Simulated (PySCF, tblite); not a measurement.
# C₃H₉ClSSi₂: geometry, infrared bands and NMR shifts

What infrared bands and NMR shifts should C₃H₉ClSSi₂ (`CS[SiH2]/C(Cl)=C/[SiH3]`) show?

Computed with tblite 0.8.0 and PySCF 2.14.0, with density-fitted response routines of our own, on a single molecule in the gas phase. Atoms are numbered from 0 throughout.

## 1. The molecule as given

16 atoms, charge 0, multiplicity 1; geometry from: force field or distance geometry start.

Bonds of the start (Å): C0–S1 1.80, S1–Si2 2.16, Si2–C3 1.82, C3–Cl4 1.78, C3–C5 1.30, C5–Si6 1.86, C0–H7 1.11, C0–H8 1.12, C0–H9 1.11, Si2–H10 1.48, Si2–H11 1.47, C5–H12 1.08, Si6–H13 1.47, Si6–H14 1.49, Si6–H15 1.45.

## 2. Geometry optimisation with GFN2-xTB

What the job is given:

```
{"job": {"kind": "relax", "xc": "GFN2-xTB", "basis": "xTB"}, "charge": 0, "multiplicity": 1}
C     -3.349600     0.657500     0.484500
S     -2.116300     0.321000    -0.780900
Si    -0.822200    -1.237600    -0.028900
C      0.836000    -0.627500     0.394300
Cl     1.594800    -1.199800     1.900900
C      1.517000     0.204900    -0.340800
Si     3.213300     0.733700     0.225900
H     -4.229900     1.203300     0.089700
H     -2.857700     1.307200     1.245600
H     -3.619000    -0.271800     1.029900
H     -1.454900    -1.737600     1.208500
H     -0.750100    -2.400800    -0.922300
H      1.085000     0.577700    -1.254200
H      3.769100    -0.428500     0.943400
H      3.102900     1.842300     1.217700
H      4.074000     1.064900    -0.889800
```

The run is started by

```console
OMP_NUM_THREADS=1 python probes_run.py task.json out
```

One launch serves the whole session: the jobs run in the order shown.

**Question.** This job is followed by: GFN2-xTB harmonic vibrations, gas phase; GIAO PBE0/pcSseg-1 NMR shielding, non-relativistic, gas phase. Predict these results of the whole session: strongest single infrared mode (GFN2-xTB); zero-point energy (GFN2-xTB); 13C shifts against TMS (PBE0/pcSseg-1); 1H shifts against TMS (PBE0/pcSseg-1, means over atoms taken as alike); 33S shifts against CS2 (PBE0/pcSseg-1); 29Si shifts against TMS (PBE0/pcSseg-1); 35Cl shifts against HCl (PBE0/pcSseg-1).

As calculated:

```
                                                              quantity                       value
                             strongest single infrared mode (GFN2-xTB)        688 cm⁻¹, 497 km/mol
                                          zero-point energy (GFN2-xTB)               63.6 kcal/mol
                                13C shifts against TMS (PBE0/pcSseg-1)      161.6, 146.4, 14.3 ppm
1H shifts against TMS (PBE0/pcSseg-1, means over atoms taken as alike)  7.24, 4.92, 4.20, 2.02 ppm
                                33S shifts against CS2 (PBE0/pcSseg-1)                    -182 ppm
                               29Si shifts against TMS (PBE0/pcSseg-1)            -30.4, -89.0 ppm
                               35Cl shifts against HCl (PBE0/pcSseg-1)                     293 ppm
```

In words: The optimisation took 143 steps and gained 0.544 eV; among the close pairs (by a distance rule), Si2–C3 changed most, from 1.817 to 1.895 Å. All 42 modes are real, so the xTB geometry is a minimum. The strongest single mode, at 688 cm⁻¹, moves mainly H10 and H11. Unscaled tight-binding wavenumbers are off by several per cent, some by more. Its intensities can rank the bands wrongly. The most deshielded hydrogen is H12 (hydrogen on an alkene CH), at 7.24 ppm: olefinic region. At PBE0/pcSseg-1: The largest span, 478 ppm, is at Cl4, where the paramagnetic term is -491 ppm.
